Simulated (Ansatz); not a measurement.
# C2H8OSi: a ladder of functionals and wavefunction methods

Aim: compute C2H8OSi with functionals from several rungs and with coupled cluster, and see how far each lands from CCSD(T) at the basis-set limit for the atomisation energy.

Method: functionals in def2-TZVPP, the program's frozen cores in correlated methods; program: Ansatz 0.2.0, Gaussian basis.

The runs, in order: LDA (SPW92), PBE-D4, revPBE-D4, BLYP-D4, r2SCAN-D4, B97M-V, PBE0-D4, B3LYP-D4, r2SCANh-D4, r2SCAN0-D4, HSE06-D4, BHLYP-D4, CAM-B3LYP-D4, LC-ωPBE, ωB97X-V, ωB97M-V, B2PLYP, PBE-QIDH; CCSD(T)/def2-SVP; CCSD(T)/def2-TZVPP; MP2/def2-QZVPP; extrapolation to the limit; RPA on PBE.

## Step 1: The relaxed structure

The geometry comes from an earlier relaxation with PBE0-D4 in a triple-zeta def2 set; it is a stationary point, not always the lowest conformer.

SMILES `CC[SiH2]O`, 12 atoms, charge 0, spin multiplicity 1.

Atoms are counted from 1 here; the program's logs count them from 0.

Bond lengths: C1–C2 1.526 Å, C1–H5 1.094 Å, C1–H6 1.093 Å, C1–H7 1.093 Å, C2–Si3 1.868 Å, C2–H8 1.096 Å, C2–H9 1.097 Å, Si3–O4 1.653 Å, Si3–H10 1.494 Å, Si3–H11 1.484 Å, O4–H12 0.957 Å. Angles: C2–C1–H5 111.5°, C2–C1–H6 111.3°, C2–C1–H7 111.8°, H5–C1–H6 107.5°, H5–C1–H7 107.4°, H6–C1–H7 107.1°, C1–C2–Si3 113.6°, C1–C2–H8 110.5°, C1–C2–H9 110.5°, Si3–C2–H8 108.4°, Si3–C2–H9 107.5°, H8–C2–H9 106.1°, C2–Si3–O4 112.4°, C2–Si3–H10 108.7°, C2–Si3–H11 110.7°, O4–Si3–H10 109.8°, O4–Si3–H11 105.6°, H10–Si3–H11 109.7° and more.

## Step 2: LDA

This LDA is Slater exchange with PW92 correlation.

File in.yaml:

```yaml
crystal:
  periodic: [false, false, false]
  atoms:
    - {symbol: C, position_ang: [-1.462032, -0.315082, -0.130353]}
    - {symbol: C, position_ang: [-0.193108, -0.595223, 0.670555]}
    - {symbol: Si, position_ang: [1.348053, 0.138237, -0.088584]}
    - {symbol: O, position_ang: [1.257971, 1.782743, -0.229554]}
    - {symbol: H, position_ang: [-1.384698, -0.701280, -1.150781]}
    - {symbol: H, position_ang: [-1.659094, 0.758335, -0.198744]}
    - {symbol: H, position_ang: [-2.341424, -0.775269, 0.326842]}
    - {symbol: H, position_ang: [-0.292139, -0.210908, 1.691680]}
    - {symbol: H, position_ang: [-0.031104, -1.675825, 0.767170]}
    - {symbol: H, position_ang: [1.555764, -0.473528, -1.435514]}
    - {symbol: H, position_ang: [2.530594, -0.124909, 0.769110]}
    - {symbol: H, position_ang: [0.748118, 2.137609, -0.957929]}
basis:
  gaussian: {orbitals: def2-TZVPP}
hamiltonian: {xc: lda}
output: {orbitals: {seedname: orbitals}}
```

The runs that follow: PBE-D4 (GGA); revPBE-D4 (GGA); BLYP-D4 (GGA); r2SCAN-D4 (meta-GGA); B97M-V (meta-GGA); PBE0-D4 (hybrid); B3LYP-D4 (hybrid); r2SCANh-D4 (hybrid); r2SCAN0-D4 (hybrid); HSE06-D4 (hybrid); BHLYP-D4 (hybrid); CAM-B3LYP-D4 (range-separated); LC-ωPBE-D4 (range-separated); ωB97X-V (range-separated); ωB97M-V (range-separated); B2PLYP (double hybrid); PBE-QIDH (double hybrid); CCSD(T) in def2-SVP; CCSD(T) in def2-TZVPP; MP2 in def2-QZVPP; RPA on PBE orbitals.

**Question.** What will the summary of the whole plan be? Wanted: atomisation energy, CCSD(T)/CBS; farthest beyond LDA; mean size of error, GGA; mean size of error, meta-GGA; mean size of error, hybrid; mean size of error, range-separated; mean size of error, double hybrid; gap, smallest and largest; T1 diagnostic.

**Answer**, as computed:

```
                               quantity                                                                value
        atomisation energy, CCSD(T)/CBS                                                      1061.5 kcal/mol
functionals within 5.3 kcal/mol (0.5 %)  PBE-D4, r2SCAN-D4, B97M-V, B3LYP-D4, CAM-B3LYP-D4, ωB97X-V, ωB97M-V
                    farthest beyond LDA                                            BHLYP-D4 (-25.2 kcal/mol)
                mean size of error, GGA                                                        10.3 kcal/mol
           mean size of error, meta-GGA                                                         2.0 kcal/mol
             mean size of error, hybrid                                                        10.1 kcal/mol
    mean size of error, range-separated                                                         2.8 kcal/mol
      mean size of error, double hybrid                                                        11.7 kcal/mol
              gap, smallest and largest                            6.06 eV (LDA (SPW92)), 13.31 eV (LC-ωPBE)
                          T1 diagnostic                                                               0.0100
triples share of the correlation energy                                                                3.4 %
```

What this shows: LDA overbinds by 128.3 kcal/mol (12 %). PBE-D4 is off by +4.5 kcal/mol. Double hybrids carry the basis error of their MP2 part in triple zeta, and no dispersion term here, so their miss is partly the set-up's. The rungs meta-GGA, range-separated miss on average by less than the doubt on the reference (5.3 kcal/mol), so they tie. The reference freezes the cores and leaves out relativity and excitations past (T), so misses under about 5.3 kcal/mol can't be ranked. Hartree-Fock recovers 75 % of the binding; the rest is correlation. CCSD(T) in def2-SVP is off by -59.8 kcal/mol, more than most functionals: a good method in a small basis is no reference. Orbital gaps span 6.1 to 13.3 eV; exact exchange widens them.
